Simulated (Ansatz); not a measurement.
Runs of Ansatz 0.2.0 on GeSb4Te7. Symmetry: P-3m1, No. 164, trigonal system. Conventional cell: a = 4.289 Å, b = 4.289 Å, c = 24.638 Å, α = 90.00°, β = 90.00°, γ = 120.00°. Te (site symmetry 3m) is surrounded by 3 Sb at 3.00 Å. Around Te (site symmetry -3m) lie 6 Sb at 3.18 Å. Te (site symmetry 3m) has 3 Ge at 3.00 Å and 3 Sb at 3.19 Å as nearest neighbours. Around Te (site symmetry 3m) lie 3 Sb at 3.01 Å. Sb (site symmetry 3m) has 6 Te at 3.00 to 3.19 Å as nearest neighbours. Sb (site symmetry 3m) has 6 Te at 3.01 to 3.18 Å as nearest neighbours. Around Ge (site symmetry -3m) lie 6 Te at 3.00 Å. The cell is a database's computed one.

| task | level | k mesh | cutoff (eV) | points for each segment of the path | gap on the mesh (eV) | pressure (GPa) | largest force (eV/Å) |
| --- | --- | --- | --- | --- | --- | --- | --- |
| band structure | PBE | 7 × 7 × 2 | 420 | 10 | 0.41 | 0.8 | 0.13 |
| band structure | r2SCAN | 7 × 7 × 2 | 500 | 10 | 0.56 | 0.0 | 0.04 |
| single point | PBE0 | 6 × 6 × 2 | 420 | - | 1.18 | - | 0.23 |
| band structure | PBEsol | 7 × 7 × 2 | 420 | 10 | 0.37 | -1.6 | (a) |
| single point | HSE06 | 6 × 6 × 2 | 420 | - | 0.71 | - | 0.21 |
| band structure | LDA | 7 × 7 × 2 | 420 | 10 | (b) | -2.7 | 0.12 |

Alike in all rows: potentials or basis Ansatz PAW; no spin polarisation; cell as given; smearing fermi-dirac 0.05 eV.

Task: Fill in the values left out.

Result: (a) 0.07; (b) 0.36.

Caveats: spin-orbit coupling is left out, which moves the levels of the heavy elements; the PAW data sets come from PBE, with cores solved anew for the run's functional, which leaves a small shift of forces and pressure (some runs); this functional lacks dispersion, which binds the layers, so the pressure and a relaxed spacing across them are unreliable (some runs).

A k mesh can miss the band edges, and the runs leave out spin-orbit coupling on Ge, Sb, Te.

Not every run made on this cell is shown here.
